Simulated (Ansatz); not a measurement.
# [SnH5]− (SMILES [H][Sn-]([H])([H])([H])[H]) at 6 levels

Wanted: a comparison of 6 runs (HF/STO-3G, B3LYP/STO-3G, UB3LYP/STO-3G, UPBE/STO-3G, UPBE0/STO-3G, CCSDT(Q)/STO-3G) of [SnH5]−. 

The calculation is run with Ansatz 0.2.0.

### 1 The system as given

[SnH5]− has 6 atoms, charge -1, and is taken as a singlet. SMILES: `[H][Sn-]([H])([H])([H])[H]`. The H2–Sn1 distance was set to 2.357 Å, away from the relaxed value.

Bond lengths: Sn1–H3 1.889 Å, Sn1–H4 1.782 Å, Sn1–H5 1.783 Å, Sn1–H6 1.782 Å. Angles: H3–Sn1–H4 90.0°, H3–Sn1–H5 89.9°, H3–Sn1–H6 90.2°, H4–Sn1–H5 120.0°, H4–Sn1–H6 120.0°, H5–Sn1–H6 119.9°.

### 2 A single-point energy at HF/STO-3G (run 1)

in.yaml reads:

```yaml
crystal:
  periodic: [false, false, false]
  atoms:
    - {symbol: Sn, position_ang: [0.005580, -0.000190, -0.470963]}
    - {symbol: H, position_ang: [-0.020070, -0.006290, 1.885790]}
    - {symbol: H, position_ang: [0.025380, 0.011940, -2.359413]}
    - {symbol: H, position_ang: [1.787910, 0.012000, -0.452523]}
    - {symbol: H, position_ang: [-0.897340, 1.537190, -0.474803]}
    - {symbol: H, position_ang: [-0.875820, -1.548540, -0.485003]}
basis:
  gaussian:
    orbitals: STO-3G
total_charge: -1
hamiltonian:
  xc: hf
accuracy: high
```

Started as:

```console
$ ansatz run in.yaml --threads 1 --pin off --max-ram 2610MiB --events-out events.jsonl --progress --plain --runs-dir runs
```

The program printed:

```text
Warning: RAYON_NUM_THREADS=1 ignored (pool sized by the plan → 1); use --threads N
Functional definition: HF
  name "HF"
  exchange = exact_x
  correlation = 0
568 factors; integrals over basis functions are off by at most 4.0e-9 eV
mean field evaluation 1: about -162339.1598 eV, gradient 9.3e0 eV
mean field evaluation 2: about -162339.1700 eV, gradient 9.3e0 eV
mean field evaluation 4: about -162339.8743 eV, gradient 2.0e-1 eV
mean field evaluation 8: about -162339.8725 eV, gradient 2.0e-4 eV
mean field -162339.87249833 eV, -5965.8802763960 hartree, gradient 1.4e-8 eV, S^2 0.000000; 0 other end points of the search recorded, 0 dependent functions left out
reference -162339.87249833 eV, -5965.8802763960 hartree; 28, 28 occupied and 4, 4 virtual orbitals, 568 factors
Total energy: -162339.87249833 eV, -5965.8802763960 hartree
```

Wall time 0.36 s (1 thread of AMD EPYC 9R14 (Zen 4), shared host); peak memory 0.092 GiB.

### 3 A single-point energy at B3LYP/STO-3G (run 2)

molecule.yaml reads:

```yaml
crystal:
  periodic: [false, false, false]
  atoms:
    - symbol: Sn
      position_ang: [0.005580, -0.000190, -0.470963]
    - symbol: H
      position_ang: [-0.020070, -0.006290, 1.885790]
    - symbol: H
      position_ang: [0.025380, 0.011940, -2.359413]
    - symbol: H
      position_ang: [1.787910, 0.012000, -0.452523]
    - symbol: H
      position_ang: [-0.897340, 1.537190, -0.474803]
    - symbol: H
      position_ang: [-0.875820, -1.548540, -0.485003]
basis:
  gaussian:
    orbitals: STO-3G
total_charge: -1
hamiltonian:
  xc: {name: B3LYP}
accuracy: high
```

Started as:

```console
$ ansatz run molecule.yaml --threads 1 --pin off --max-ram 2610MiB --events-out events.jsonl --progress --plain --runs-dir runs
```

The program printed:

```text
Warning: RAYON_NUM_THREADS=1 ignored (pool sized by the plan → 1); use --threads N
Functional definition: B3LYP
  name "B3LYP"
  parameter a0 = 0.2
  parameter ax = 0.72
  parameter ac = 0.81
  exchange = (1 - a0 - ax)*slater_x + ax*b88_x + a0*exact_x
  correlation = (1 - ac)*vwn_rpa_c + ac*lyp_c
568 factors; integrals over basis functions are off by at most 4.0e-9 eV
mean field evaluation 1: about -162398.0024 eV, gradient 1.5e1 eV
mean field evaluation 2: about -162397.7470 eV, gradient 1.7e1 eV
mean field evaluation 4: about -162399.6992 eV, gradient 4.1e-1 eV
mean field evaluation 8: about -162399.6279 eV, gradient 1.0e-2 eV
mean field evaluation 16: about -162399.6279 eV, gradient 9.7e-8 eV
mean field -162399.62794026 eV, -5968.0762483831 hartree, gradient 9.7e-8 eV, S^2 0.000000; 0 other end points of the search recorded, 0 dependent functions left out
reference -162399.62796871 eV, -5968.0762494288 hartree; 28, 28 occupied and 4, 4 virtual orbitals, 568 factors
Total energy: -162399.62796871 eV, -5968.0762494288 hartree
```

Wall time 1.2 s (1 thread of AMD EPYC 9R14 (Zen 4), shared host); peak memory 0.13 GiB.

Runs 3 to 5 aren't shown in full; the table further down has their settings and results.

### 4 A single-point energy at CCSDT(Q)/STO-3G (run 6)

molecule.yaml reads:

```yaml
crystal:
  periodic: [false, false, false]
  atoms:
    - {symbol: Sn, position_ang: [0.005580, -0.000190, -0.470963]}
    - {symbol: H, position_ang: [-0.020070, -0.006290, 1.885790]}
    - {symbol: H, position_ang: [0.025380, 0.011940, -2.359413]}
    - {symbol: H, position_ang: [1.787910, 0.012000, -0.452523]}
    - {symbol: H, position_ang: [-0.897340, 1.537190, -0.474803]}
    - {symbol: H, position_ang: [-0.875820, -1.548540, -0.485003]}
basis:
  gaussian: {orbitals: STO-3G}
total_charge: -1
correlation: {method: ccsdt_q, frozen_orbitals: {H: 0, Sn: 18}}
accuracy: high
scf: {omitted_lower_state_checks: [cluster_reference, increment]}
```

Started as:

```console
$ ansatz run molecule.yaml --threads 1 --pin off --max-ram 2610MiB --events-out events.jsonl --progress --plain --runs-dir runs
```

The program printed:

```text
Warning: RAYON_NUM_THREADS=1 ignored (pool sized by the plan → 1); use --threads N
[... 11 lines left out ...]
18 core orbitals not correlated: weight in the atoms' cores, before any rotation towards them, 1.000 or more for the frozen orbitals, at most 0.000 for the correlated occupied ones
[... 23 lines left out ...]
Total energy: -162342.21820301 eV, -5965.9664794529 hartree
Checks for a lower state left out: cluster_reference, increment
```

Run time: 0.54 s. Hardware: 1 thread of AMD EPYC 9R14 (Zen 4), shared host; peak memory 0.1 GiB.

### 5 The series

| run | level | frozen core orbitals | energy (Eh) | wall time |
| --- | --- | --- | --- | --- |
| 1 | HF/STO-3G | – | -5965.880276 | 0.36 s |
| 2 | B3LYP/STO-3G | – | -5968.076249 | 1.2 s |
| 3 | UB3LYP/STO-3G | – | -5968.076249 | 1.9 s |
| 4 | UPBE/STO-3G | – | -5967.440996 | 1.8 s |
| 5 | UPBE0/STO-3G | – | -5967.770183 | 1.9 s |
| 6 | CCSDT(Q)/STO-3G | 18 | -5965.966479 | 0.54 s |

### 6 What came out

| quantity | value |
| --- | --- |
| run 6: total energy | -5965.96648 Eh |
| run 6: correlation energy (18 core orbitals frozen) | -86.2 mEh |
| run 6: T1 diagnostic | 0.011 |

What this shows: Totals of different functionals can't be ranked against each other. In runs 1, 2, 3, 4, 5, 6 the basis is minimal, so dipoles, gaps and forces are rough. In runs 1, 2, 3, 4, 5, 6 relativity is left out where basis or elements ask for it. All runs together took 7.7 s, the longest 1.9 s.
